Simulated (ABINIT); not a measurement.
# Ba2Tl5V3O12 (R-3m) in ABINIT: single point with PBE

Aim: the single point of Ba2Tl5V3O12 with PBE.

Program: ABINIT 10.8.3 (patched build). These are calculated values, not measurements. Logs are shortened: lines on timing, memory, paths and dates and some standing lists are left out, and cuts for length are marked. The log counts tension as positive stress, the text compression.

## 1. Starting point

Symmetry: R-3m, No. 166, trigonal system. Conventional cell: a = 8.474 Å, b = 8.474 Å, c = 18.385 Å, α = 90.00°, β = 90.00°, γ = 120.00°. Ba (site symmetry -3m) has 12 O at 3.23 Å as nearest neighbours. Around Ba (site symmetry -3m) lie 12 O at 3.22 Å. V (site symmetry 2/m) is surrounded by 4 O at 1.82 Å. Tl (site symmetry 2/m) is surrounded by 4 O at 2.36 Å. Tl (site symmetry 3m) has 3 V at 2.80 Å and 6 O at 2.84 Å and 3 Tl at 2.98 Å as nearest neighbours. O (site symmetry 1) is surrounded by 1 V at 1.82 Å.

The cell was built by a generator and needn't be a form met in nature.

## 2. Single point, PBE, collinear spin, antiferromagnetic start

run.abi reads:

```
# Pseudopotentials
pp_dirpath "./"
pseudos "Ba.GGA_PBE-ansatz_soft_1.xml, V.GGA_PBE-ansatz_soft_1.xml, Tl.GGA_PBE-ansatz_soft_1.xml, O.GGA_PBE-ansatz_soft_1.xml"

# Structure
acell 7.8417650034 7.8417650034 7.8417635589 Angstrom
rprim
     0.5403094837     0.3119476290     0.7815077342
    -0.5403094837     0.3119476290     0.7815077342
     0.0000000000    -0.6238953729     0.7815078782
ntypat 4
znucl 56 23 81 8
natom 22
typat 1 1 2 2 2 3 3 3 3 3 4 4 4 4 4 4 4 4 4 4 4 4
xred
     0.5000000000     0.5000000000     0.5000000000
     0.0000000000     0.0000000000     0.0000000000
     0.5000000000     0.5000000000     0.0000000000
     0.0000000000     0.5000000000     0.5000000000
     0.5000000000     0.0000000000     0.5000000000
     0.0000000000     0.0000000000     0.5000000000
     0.5000000000     0.0000000000     0.0000000000
     0.0000000000     0.5000000000     0.0000000000
     0.7404500000     0.7404500000     0.7404500000
     0.2595500000     0.2595500000     0.2595500000
     0.7165200000     0.0808900000     0.4124200000
     0.4124200000     0.7165200000     0.0808900000
     0.0808900000     0.4124200000     0.7165200000
     0.5875700000     0.9191100000     0.2834800000
     0.9191100000     0.2834800000     0.5875700000
     0.2834800000     0.5875700000     0.9191100000
     0.2834800000     0.9191100000     0.5875700000
     0.5875700000     0.2834800000     0.9191100000
     0.9191100000     0.5875700000     0.2834800000
     0.4124200000     0.0808900000     0.7165200000
     0.0808900000     0.7165200000     0.4124200000
     0.7165200000     0.4124200000     0.0808900000

# Plane-wave basis
ecut 16.0
pawecutdg 32.0
pawxcdev 0
pawovlp -1

# k points
kptopt 1
ngkpt 2 2 2
nshiftk 1
shiftk 0.0 0.0 0.0

# Exchange and correlation
ixc 11

# Bands and occupations
nband 120
occopt 3
tsmear 0.05 eV

# Spin
nsppol 2
spinat
     0.0000000000     0.0000000000     0.0000000000
     0.0000000000     0.0000000000     0.0000000000
     0.0000000000     0.0000000000     2.0000000000
     0.0000000000     0.0000000000    -2.0000000000
     0.0000000000     0.0000000000     2.0000000000
     0.0000000000     0.0000000000     0.0000000000
     0.0000000000     0.0000000000     0.0000000000
     0.0000000000     0.0000000000     0.0000000000
     0.0000000000     0.0000000000     0.0000000000
     0.0000000000     0.0000000000     0.0000000000
     0.0000000000     0.0000000000     0.0000000000
     0.0000000000     0.0000000000     0.0000000000
     0.0000000000     0.0000000000     0.0000000000
     0.0000000000     0.0000000000     0.0000000000
     0.0000000000     0.0000000000     0.0000000000
     0.0000000000     0.0000000000     0.0000000000
     0.0000000000     0.0000000000     0.0000000000
     0.0000000000     0.0000000000     0.0000000000
     0.0000000000     0.0000000000     0.0000000000
     0.0000000000     0.0000000000     0.0000000000
     0.0000000000     0.0000000000     0.0000000000
     0.0000000000     0.0000000000     0.0000000000

# SCF cycle
nstep 100
tolvrs 1.0e-9

# Output
iomode 3
prtwf 0
prtden 0
prteig 0
prtebands 0
enunit 1
```

Potentials or basis: Ansatz PAW PBE generated set soft_1, frozen core.

Launch:

```sh
$ mpirun --bind-to none -np 4 abinit run.abi > log 2>&1
```

run.abo:

```text
[... set-up lines left out ...]
 ETOT  1  -716.26829371470    -7.163E+02 1.842E+00 3.182E+02 5.040E-01 5.040E-01
 ETOT  2  -720.20801212414    -3.940E+00 3.229E-02 2.653E+03 1.193E-01 4.226E-01
 ETOT  3  -718.06452153861     2.143E+00 6.809E-02 1.287E+02 2.089E-01 2.227E-01
 ETOT  4  -717.88720818724     1.773E-01 1.558E-02 2.512E+01 2.582E-01 4.536E-01
 ETOT  5  -717.87403197741     1.318E-02 5.935E-03 1.642E+01 6.295E-02 4.783E-01
 ETOT  6  -717.87501647656    -9.845E-04 4.305E-03 1.095E+01 1.372E-01 5.096E-01
 ETOT  7  -717.86494210473     1.007E-02 2.395E-03 1.473E+00 5.516E-02 4.544E-01
 ETOT  8  -717.86501851564    -7.641E-05 1.110E-03 4.397E-01 1.731E-02 4.473E-01
 ETOT  9  -717.86654505014    -1.527E-03 1.661E-03 3.586E-01 1.284E-02 4.345E-01
 ETOT 10  -717.86897592774    -2.431E-03 8.679E-04 1.508E-01 5.617E-02 4.059E-01
[... 39 lines left out ...]
 ETOT 50  -717.87309379223    -1.989E-09 6.409E-05 1.997E-07 1.034E-04 2.767E-01
 ETOT 51  -717.87309379433    -2.099E-09 4.126E-05 5.239E-08 9.145E-05 2.766E-01
 ETOT 52  -717.87309379467    -3.382E-10 7.377E-05 6.522E-08 9.606E-05 2.765E-01
 ETOT 53  -717.87309379498    -3.110E-10 4.686E-05 1.179E-08 1.333E-05 2.765E-01
 ETOT 54  -717.87309379534    -3.643E-10 8.277E-05 6.440E-09 4.034E-05 2.765E-01
 ETOT 55  -717.87309379542    -7.640E-11 5.178E-05 5.176E-09 4.865E-06 2.764E-01
 ETOT 56  -717.87309379548    -6.105E-11 9.021E-05 3.409E-09 1.703E-05 2.764E-01
 ETOT 57  -717.87309379550    -2.024E-11 5.550E-05 1.420E-09 4.023E-06 2.764E-01
 ETOT 58  -717.87309379551    -6.821E-12 9.528E-05 1.575E-09 4.089E-06 2.764E-01
 ETOT 59  -717.87309379551    -5.684E-13 5.760E-05 6.178E-10 3.539E-06 2.764E-01

 At SCF step   59       nres2   =  6.18E-10 < tolvrs=  1.00E-09 =>converged.

 Cartesian components of stress tensor (hartree/bohr^3)
  sigma(1 1)=  4.25570097E-06  sigma(3 2)=  9.25143370E-07
  sigma(2 2)=  6.13852639E-06  sigma(3 1)=  1.60239633E-06
  sigma(3 3)=  6.21886819E-06  sigma(2 1)= -1.63057259E-06

--- !ResultsGS
iteration_state: {dtset: 1, }
comment   : Summary of ground state results
lattice_vectors:
- [  8.0067318,   4.6226858,  11.5809976, ]
- [ -8.0067280,   4.6226880,  11.5809976, ]
- [ -0.0000038,  -9.2453739,  11.5809976, ]
lattice_lengths: [  14.81879,   14.81879,   14.81879, ]
lattice_angles: [ 65.409,  65.409,  65.409, ] # degrees, (23, 13, 12)
lattice_volume:   2.5718574E+03
convergence: {deltae: -5.684E-13, res2:  6.178E-10, residm:  5.760E-05, diffor: null, }
etotal    :  -7.17873094E+02
entropy   :   0.00000000E+00
fermie    :   1.44446317E-01
cartesian_stress_tensor: # hartree/bohr^3
- [  4.25570097E-06,  -1.63057259E-06,   1.60239633E-06, ]
- [ -1.63057259E-06,   6.13852639E-06,   9.25143370E-07, ]
- [  1.60239633E-06,   9.25143370E-07,   6.21886819E-06, ]
pressure_GPa:  -1.6292E-01
xred      :
- [  5.0000E-01,   5.0000E-01,   5.0000E-01, Ba]
- [  0.0000E+00,   0.0000E+00,   0.0000E+00, Ba]
- [  5.0000E-01,   5.0000E-01,  -5.2825E-18,  V]
- [ -1.7100E-17,   5.0000E-01,   5.0000E-01,  V]
- [  5.0000E-01,  -1.7100E-17,   5.0000E-01,  V]
- [  4.3810E-19,   4.3810E-19,   5.0000E-01, Tl]
- [  5.0000E-01,   8.0264E-18,  -2.6413E-18, Tl]
- [  8.0264E-18,   5.0000E-01,  -2.6413E-18, Tl]
- [  7.4045E-01,   7.4045E-01,   7.4045E-01, Tl]
- [  2.5955E-01,   2.5955E-01,   2.5955E-01, Tl]
- [  7.1652E-01,   8.0890E-02,   4.1242E-01,  O]
- [  4.1242E-01,   7.1652E-01,   8.0890E-02,  O]
- [  8.0890E-02,   4.1242E-01,   7.1652E-01,  O]
- [  5.8757E-01,   9.1911E-01,   2.8348E-01,  O]
- [  9.1911E-01,   2.8348E-01,   5.8757E-01,  O]
- [  2.8348E-01,   5.8757E-01,   9.1911E-01,  O]
- [  2.8348E-01,   9.1911E-01,   5.8757E-01,  O]
- [  5.8757E-01,   2.8348E-01,   9.1911E-01,  O]
- [  9.1911E-01,   5.8757E-01,   2.8348E-01,  O]
- [  4.1242E-01,   8.0890E-02,   7.1652E-01,  O]
- [  8.0890E-02,   7.1652E-01,   4.1242E-01,  O]
- [  7.1652E-01,   4.1242E-01,   8.0890E-02,  O]
cartesian_forces: # hartree/bohr
- [  2.83327168E-08,   1.63578913E-08,   8.85641987E-07, ]
- [  5.15057956E-08,   2.97368662E-08,   3.80857562E-07, ]
- [  8.90075069E-08,  -1.43766578E-06,  -8.49506180E-07, ]
- [  1.46864596E-06,   8.47922604E-07,  -7.83645449E-07, ]
- [ -1.20055090E-06,   7.95916310E-07,  -8.49506180E-07, ]
- [  8.69680873E-09,  -4.42523241E-07,  -1.28720328E-06, ]
[... 14 lines left out ...]
- [  9.50776882E-04,  -4.85162358E-04,  -3.32718233E-04, ]
- [ -9.95474876E-04,  -6.47000098E-04,  -4.38443867E-04, ]
force_length_stats: {min:   3.85473230E-07, max:   1.47666505E-03, mean:   7.75830221E-04, }
...
[... 160 lines left out ...]
 Eigenvalues (   eV  ) for nkpt=   6  k points, SPIN UP:
 kpt#   1, nband=120, wtk=  0.12500, kpt=  0.0000  0.0000  0.0000 (reduced coord)
 -61.09880  -61.09872  -60.91106  -35.00186  -35.00151  -34.96905  -34.96789  -34.92580
 -34.92423  -34.84288  -34.83370  -34.66356  -23.30741  -23.25803  -13.97146  -13.68610
 -13.67766  -13.32045  -13.31033  -13.05842  -13.05626  -12.98283  -12.97700  -12.81532
 -12.81038  -12.66238   -8.57959   -8.43470   -8.35870   -8.35826   -8.21946   -8.21919
  -7.99136   -7.98475   -7.58257   -7.57083   -7.56314   -7.55989   -7.55781   -7.39738
  -7.39156   -7.38935   -7.36099   -6.97833   -6.97420   -6.94076   -6.91421   -6.90885
  -6.90353   -6.83724   -6.83484   -6.82298   -6.78794   -6.78515   -6.77261   -6.70807
  -6.70677   -3.82532   -3.07171   -2.51567   -2.51374   -1.67603   -0.52040   -0.23564
  -0.22876    0.01907    0.02272    0.14463    0.31832    0.45359    0.46357    0.59483
   0.59511    0.60631    0.61235    0.63338    0.80361    0.80775    0.81718    1.24569
   1.24881    1.47874    1.63037    1.63951    1.96706    2.00365    2.00434    2.27065
   2.27542    2.27905    2.30277    2.50947    2.50973    2.60473    2.93238    3.36324
   3.36490    3.49785    3.85450    3.94755    4.19513    4.97161    5.46065    5.47898
   5.77642    5.82239    5.87114    5.88104    6.19223    6.24665    6.32920    6.77110
   6.78737    7.80017    8.05894    8.35321    8.98605    8.99560    9.19037    9.20027
 prteigrs : prtvol=0 or 1, do not print more k-points.

 Eigenvalues (   eV  ) for nkpt=   6  k points, SPIN DOWN:
 kpt#   1, nband=120, wtk=  0.12500, kpt=  0.0000  0.0000  0.0000 (reduced coord)
 -61.15621  -60.97490  -60.97482  -35.04797  -35.01083  -35.00907  -34.89905  -34.89868
 -34.87820  -34.87749  -34.75173  -34.74975  -23.30739  -23.25806  -13.97111  -13.68507
 -13.67814  -13.31910  -13.31099  -13.05807  -13.05599  -12.98143  -12.97770  -12.81453
 -12.81064  -12.66209   -8.57965   -8.43458   -8.35877   -8.35818   -8.21936   -8.21932
  -7.99518   -7.98013   -7.58245   -7.57445   -7.56025   -7.55899   -7.55667   -7.39781
  -7.39198   -7.38785   -7.36040   -6.97806   -6.97379   -6.94050   -6.91304   -6.90914
  -6.90346   -6.83685   -6.83451   -6.82282   -6.78690   -6.78557   -6.77254   -6.71068
  -6.70363   -3.82458   -3.07099   -2.51531   -2.51310   -1.67589   -0.52006   -0.23491
  -0.22866    0.01992    0.02278    0.14504    0.31843    0.45410    0.46378    0.59427
   0.59481    0.60738    0.61286    0.63363    0.80338    0.80834    0.81757    1.24684
   1.24857    1.47904    1.63122    1.63894    1.96778    2.00408    2.00485    2.27079
   2.27692    2.27883    2.30342    2.51002    2.51032    2.60459    2.93302    3.36468
   3.36531    3.49855    3.85511    3.94531    4.20217    4.97004    5.45675    5.48391
   5.77195    5.84287    5.85180    5.88697    6.19380    6.24683    6.32877    6.77078
   6.78987    7.80083    8.05907    8.35385    8.98626    8.99574    9.18709    9.19188
 prteigrs : prtvol=0 or 1, do not print more k-points.

--- !EnergyTerms
iteration_state     : {dtset: 1, }
comment             : Components of total free energy in Hartree
kinetic             :  1.66678914296701E+02
hartree             :  2.25271428255988E+02
xc                  : -9.24528061824264E+01
Ewald energy        : -4.87769878701004E+02
psp_core            :  3.14273177084031E+01
local_psp           : -6.02271427675944E+02
PAW spherical_terms :  4.12466729571163E+01
internal            : -7.17869779341166E+02
'-kT*entropy'       : -3.31417080917838E-03
total_energy        : -7.17873093511975E+02
total_energy_eV     : -1.95343220231516E+04
...

--- !EnergyTermsDC
iteration_state     : {dtset: 1, }
comment             : '"Double-counting" decomposition of free energy'
band_energy         : -6.58366349987573E+01
Ewald energy        : -4.87769878701004E+02
psp_core            :  3.14273177084031E+01
xc_dc               : -2.29991395958982E+02
PAW spherical_terms :  3.43008123256432E+01
internal            : -7.17869779624698E+02
'-kT*entropy'       : -3.31417080917838E-03
total_energy_dc     : -7.17873093795507E+02
total_energy_dc_eV  : -1.95343220308669E+04
...

--- !EnergyTermsWithPAWCore
iteration_state     : {dtset: 1, }
comment             : 'Components of total free energy, including PAW core contributions'
Total energy        : -1.07496036848515E+05
Total energy DC     : -1.07496036848798E+05
Total energy (eV)   : -2.92511617859714E+06
Total energy DC (eV): -2.92511617860485E+06
...

 Cartesian components of stress tensor (hartree/bohr^3)
  sigma(1 1)=  4.25570097E-06  sigma(3 2)=  9.25143370E-07
  sigma(2 2)=  6.13852639E-06  sigma(3 1)=  1.60239633E-06
  sigma(3 3)=  6.21886819E-06  sigma(2 1)= -1.63057259E-06

-Cartesian components of stress tensor (GPa)         [Pressure= -1.6292E-01 GPa]
- sigma(1 1)=  1.25207045E-01  sigma(3 2)=  2.72186577E-02
- sigma(2 2)=  1.80601682E-01  sigma(3 1)=  4.71441277E-02
- sigma(3 3)=  1.82965419E-01  sigma(2 1)= -4.79731019E-02

== END DATASET(S) ==============================================================
================================================================================

 -outvars: echo values of variables after computation  --------
            acell      1.4818788200E+01  1.4818786835E+01  1.4818786835E+01 Bohr
           etotal     -7.1787309380E+02
            fcart      2.8332716775E-08  1.6357891343E-08  8.8564198684E-07
                       5.1505795640E-08  2.9736866215E-08  3.8085756226E-07
                       8.9007506866E-08 -1.4376657832E-06 -8.4950617960E-07
                       1.4686459584E-06  8.4792260430E-07 -7.8364544914E-07
                      -1.2005509019E-06  7.9591630980E-07 -8.4950617963E-07
                       8.6968087321E-09 -4.4252324075E-07 -1.2872032812E-06
                       2.6169496231E-07  1.5108956157E-07 -1.2457491302E-06
[... 13 lines left out ...]
                       9.5077688158E-04 -4.8516235845E-04 -3.3271823292E-04
                      -9.9547487613E-04 -6.4700009769E-04 -4.3844386674E-04
            rprim      5.4030948369E-01  3.1194762900E-01  7.8150773419E-01
                      -5.4030927772E-01  3.1194780538E-01  7.8150780619E-01
                      -2.5573943538E-07 -6.2389546308E-01  7.8150780620E-01
           strten      4.2557009681E-06  6.1385263950E-06  6.2188681910E-06
                       9.2514336971E-07  1.6023963319E-06 -1.6305725924E-06
           xangst      4.6980610747E-16  9.9034099352E-11  9.1926000001E+00
                       0.0000000000E+00  0.0000000000E+00  0.0000000000E+00
                       1.0027241853E-06  2.4462205789E+00  6.1284000000E+00
                      -2.1184900001E+00 -1.2231099999E+00  6.1284000001E+00
                       2.1184889974E+00 -1.2231105788E+00  6.1284000000E+00
                      -1.0027241849E-06 -2.4462205788E+00  3.0642000001E+00
                       2.1184900001E+00  1.2231100000E+00  3.0642000000E+00
[... 13 lines left out ...]
                      -2.6931509877E+00 -6.7099462417E-02  7.4143221721E+00
                       1.2884662830E+00  2.3658865191E+00  7.4143221720E+00
             xred      5.0000000000E-01  5.0000000000E-01  5.0000000000E-01
                       0.0000000000E+00  0.0000000000E+00  0.0000000000E+00
                       5.0000000000E-01  5.0000000000E-01 -5.2825146690E-18
                      -1.7099788192E-17  5.0000000000E-01  5.0000000000E-01
                       5.0000000000E-01 -1.7099788192E-17  5.0000000000E-01
                       4.3810480445E-19  4.3810480445E-19  5.0000000000E-01
                       5.0000000000E-01  8.0263531681E-18 -2.6412573345E-18
[... 13 lines left out ...]
                       8.0890000000E-02  7.1652000000E-01  4.1242000000E-01
                       7.1652000000E-01  4.1242000000E-01  8.0890000000E-02
 Calculation completed.
```

It took 21 min on 4 MPI ranks of Arm Neoverse V2, shared host; peak memory 2.8 GiB.

Results:

```yaml
Free_energy: -19534.3220 eV
Pressure: -0.2 GPa
Largest_force: 0.076 eV/Å
Band_gap_on_the_k_mesh: none (metal or under the smearing width)
Net_moment: 0.01 μB per cell
Site_moments: Ba +0.00; V +0.14, -0.28; Tl +0.00; O -0.00, -0.01, +0.01 μB
```

Forces in eV/Å, atoms in the order of the input:
```
Ba   0.000  0.000  0.000
Ba   0.000  0.000  0.000
V    0.000  0.000  0.000
V    0.000  0.000  0.000
V    0.000  0.000  0.000
Tl   0.000  0.000  0.000
Tl   0.000  0.000  0.000
Tl   0.000  0.000  0.000
Tl  -0.020 -0.012  0.072
Tl   0.020  0.012 -0.072
O   -0.054 -0.028 -0.023
O    0.047 -0.034 -0.011
O    0.003  0.055 -0.017
O    0.007 -0.057  0.011
O   -0.049  0.025  0.017
O    0.051  0.033  0.023
O    0.054  0.027  0.023
O   -0.046  0.034  0.011
O   -0.003 -0.055  0.017
O   -0.006  0.058 -0.011
O    0.049 -0.025 -0.017
O   -0.051 -0.033 -0.023
```

Caveat: the k mesh is coarse (spacing up to 0.46 Å⁻¹), so the values aren't converged; the atomic spheres overlap; semilocal functionals often make such compounds metallic where correlation or magnetic order opens a gap, which also shifts bond lengths. The run has no spin-orbit coupling, so splittings on Ba, Tl are missing.
